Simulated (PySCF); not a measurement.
# Ce(OH)3(H2O): other functionals and bases at one geometry

The task here is to estimate one member of a computed series from the others.

Program: PySCF 2.14.0. Level of theory: several levels, as the steps say, no spin–orbit coupling. These are calculated values, not measurements.

1 further run of the same task is left out (for a known fault of the program).

## Where the work starts

10 atoms, charge 0, spin multiplicity 1.

Bond lengths: Ce1–O2 2.170 Å, Ce1–O4 2.169 Å, Ce1–O6 2.165 Å, Ce1–O8 2.601 Å, O2–H3 0.957 Å, O4–H5 0.957 Å, O6–H7 0.957 Å, O8–H9 0.965 Å, O8–H10 0.965 Å. Angles: O2–Ce1–O4 117.1°, O2–Ce1–O6 119.5°, O2–Ce1–O8 95.5°, O4–Ce1–O6 116.8°, O4–Ce1–O8 94.6°, O6–Ce1–O8 105.6°, Ce1–O2–H3 172.3°, Ce1–O4–H5 174.1°, Ce1–O6–H7 175.1°, Ce1–O8–H9 119.4°, Ce1–O8–H10 122.8°, H9–O8–H10 106.0°.

Geometry (Å):

```xyz
10
charge 0, multiplicity 1
Ce    0.2062   -0.2372    0.0898
O     1.3072    1.3224    1.1209
H     1.8607    1.9156    1.6284
O    -1.4886   -1.1015    1.1310
H    -2.1706   -1.5332    1.6443
O     1.2340   -1.5111   -1.3267
H     1.7284   -2.1060   -1.8899
O    -1.2353    1.3846   -1.3452
H    -1.3918    2.2833   -1.0308
H    -2.0490    1.1105   -1.7850
```

Formal oxidation states: Ce +3. Each metal's 1 4f electrons lie in its core potential, so multiplicities, spins and levels count the valence alone. An earlier session relaxed this geometry at PBE0, Ce lcecp-1-SVP with ECP47, O def2-SVP, H def2-SVP (singlet, point group C1).

At PBE0 on the finer grid: E = -335.778848 Eh, HOMO -6.96 eV, LUMO -0.57 eV, Mulliken charge on Ce1 +1.06 e, largest force component 0.015 eV/Å. 

Levels to run: M06-L; revPBE; PBE0, TZVP. Hardware: 2 threads of Arm Neoverse V1, shared host.

The first run:

run.py (the lines that set the calculation) reads:

```python
mol = gto.M(atom='''
Ce     0.20621    -0.23725     0.08981
O      1.30721     1.32241     1.12095
H      1.86074     1.91562     1.62840
O     -1.48857    -1.10152     1.13104
H     -2.17061    -1.53319     1.64429
O      1.23402    -1.51106    -1.32674
H      1.72844    -2.10599    -1.88988
O     -1.23531     1.38459    -1.34518
H     -1.39182     2.28332    -1.03077
H     -2.04900     1.11051    -1.78503''',
    basis={'Ce': 'lcecp-1-SVP', 'O': 'def2-SVP', 'H': 'def2-SVP'},
    ecp={'Ce': 'lcecp-1-SVP'},
    charge=0, spin=0)
mf = dft.RKS(mol, xc='M06L')
mf.grids.atom_grid = (75, 302)  # f atoms: unpruned, at least (60, 302)
mf = mf.density_fit()  # fitting sets: Ce AutoAux, O def2-universal-JKFIT, H def2-universal-JKFIT
mf.conv_tol = 1e-08; mf.max_cycle = 55
mf.kernel(dm0)  # dm0: the density of the relaxed state
```

On the command line:

```sh
OMP_NUM_THREADS=2 python run.py
```

Among the steps run: M06-L; revPBE; PBE0, TZVP.

One table of the session follows, with a row left open; its other results are not shown here.

```
              level  HOMO (eV)  gap (eV)  charge on Ce1 (e)  dipole (D)  largest force component (eV/Å)
PBE0 (relaxed here)      -6.96      6.39               1.06        4.31                            0.02
              M06-L      -5.44      4.95               1.21        4.24                            0.24
             revPBE      -5.24      4.00               0.85        4.20                            0.49
         PBE0, TZVP          ?         ?                  ?           ?                               ?
```

**Question.** Estimate the row for PBE0, TZVP.

The run gave: HOMO (eV): -7.28; gap (eV): 6.47; charge on Ce1 (e): 1.62; dipole (D): 4.36; largest force component (eV/Å): 0.29. In the column «HOMO (eV)» it is the lowest.

In one basis the HOMO–LUMO gap runs from 4.00 eV (revPBE) to 6.39 eV (PBE0). The largest leftover force, 0.49 eV/Å with revPBE, stands at a geometry relaxed at another level. With 4f in the core, its levels are missing from HOMO and gap, and its count is fixed, so no charge can pass from the ligands into it. Total energies of different levels can't be compared.
